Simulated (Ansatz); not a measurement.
What does this script print? It uses Ansatz 0.2.0 through its Python package.

`run_plan.py`:
```python
'''What the engine would do for CsBa3, without solving.'''

from dataclasses import replace

import ansatz as az

FUNCTIONAL = 'pbe'
ECUT = 510
MESH = (5, 5, 5)
WIDTH_EV = 0.1
TOLERANCE = 1e-08

cell = (
    az.Lattice.from_parameters(6.492942, 6.492942, 13.606766, alpha=90, beta=90, gamma=90)
    .space_group(139, hermann_mauguin='I4/mmm')
    .atom('Cs', (0.0, 0.0, 0.0))
    .atom('Ba', (0.0, 0.5, 0.25))
    .atom('Ba', (0.5, 0.5, 0.0))
    .primitive()
)

base = (
    cell.calculation()
    .functional(FUNCTIONAL)
    .basis(ECUT)
    .kpoints(*MESH)
    .occupations(az.OccupationsMethod.COLD, width=WIDTH_EV)
    .scf(tolerance=TOLERANCE)
)
for repeats in [(1, 1, 1), (2, 1, 1), (2, 2, 1)]:
    told = replace(base, crystal=cell.supercell(*repeats)).session().plan(dry_run=True).describe()
    print(repeats, 'bands', told.n_bands, 'plane waves', tuple(told.n_pw_range), 'k-points', len(told.kweights), 'grid', tuple(told.fft_dense), 'symmetry operations', told.n_sym_ops)
```

```console
$ python run_plan.py
(1, 1, 1) bands 24 plane waves (7437, 7521) k-points 18 grid (64, 64, 64) symmetry operations 16
(2, 1, 1) bands 47 plane waves (14959, 15032) k-points 39 grid (125, 64, 64) symmetry operations 8
(2, 2, 1) bands 94 plane waves (29967, 30041) k-points 39 grid (125, 125, 64) symmetry operations 16
```

The structure comes from a database and needn't be a stable phase.
